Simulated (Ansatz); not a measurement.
# In3Sb2As: the cost of one run

Method: DFT PBE, scalar-relativistic, plane waves, PAW, in Ansatz 0.2.0.

1 further run of the same task is left out (it didn't finish).

### 1 Starting point

The structure is orthorhombic, space group Pmm2 (No. 25). The conventional cell has a = 5.736 Å, b = 8.942 Å, c = 3.131 Å, α = 90.00°, β = 90.00°, γ = 90.00°. Around In (site symmetry mm2) lie 2 As at 2.97 Å and 4 In at 2.98 to 3.13 Å. Around In (site symmetry m) lie 2 Sb at 2.97 Å and 4 In at 2.98 to 3.13 Å. Around Sb (site symmetry m) lie 2 In at 2.97 Å and 1 As at 2.98 Å and 3 Sb at 2.98 to 3.13 Å. Around As (site symmetry mm2) lie 2 In at 2.97 Å and 2 Sb at 2.98 Å.

As a file:

```cif
data_structure
_symmetry_space_group_name_H-M 'Pmm2'
_symmetry_Int_Tables_number 25
_cell_length_a 5.7365
_cell_length_b 8.9417
_cell_length_c 3.1307
_cell_angle_alpha 90.000
_cell_angle_beta 90.000
_cell_angle_gamma 90.000
_cell_volume 160.58
loop_
_atom_site_label
_atom_site_type_symbol
_atom_site_symmetry_multiplicity
_atom_site_Wyckoff_symbol
_atom_site_fract_x
_atom_site_fract_y
_atom_site_fract_z
_atom_site_occupancy
In1 In 1 a 0.00000 0.00000 0.00000 1
In2 In 2 g 0.00000 0.66667 0.00000 1
Sb1 Sb 2 h 0.50000 0.66667 0.25000 1
As1 As 1 c 0.50000 0.00000 0.25000 1
```

The start is an ordering of an alloy on its end members' structure types: elements ordered on the sites of the InSb type, As/Sb on Sb (Pmm2, No. 25).

### 2 A first look at the guess

File input.yaml:

```yaml
crystal:
  lattice:
    - [5.73649237, 0.0, 0.0]
    - [0.0, 8.94169844, 0.0]
    - [0.0, 0.0, 3.13066668]
  atoms:
    - { symbol: In, position: [0.0, 0.0, 0.0] }
    - { symbol: In, position: [0.0, 0.66666667, 0.0] }
    - { symbol: In, position: [0.0, 0.33333333, 0.0] }
    - { symbol: Sb, position: [0.5, 0.66666667, 0.25] }
    - { symbol: Sb, position: [0.5, 0.33333333, 0.25] }
    - { symbol: As, position: [0.5, 0.0, 0.25] }
basis:
  ecutwfc: 420
kpoints:
  mp_grid: { grid: [4, 2, 6] }
hamiltonian:
  xc: pbe
scf:
  occupations: { method: gaussian, width: 0.1 }
  lower_state_search: "off"
output:
  forces: true
  stress: true
  eigenvalues: true
```

Command:

```console
$ ansatz run input.yaml --threads 1 --pin off --max-ram 2560MiB --backend cpu --events-out ev --progress --plain --runs-dir out
```

Q: Estimate wall time and peak memory on 1 thread of Intel Xeon at 2.50GHz (Skylake/Cascade Lake), shared host.

About 33 s, with a peak of 0.48 GiB.
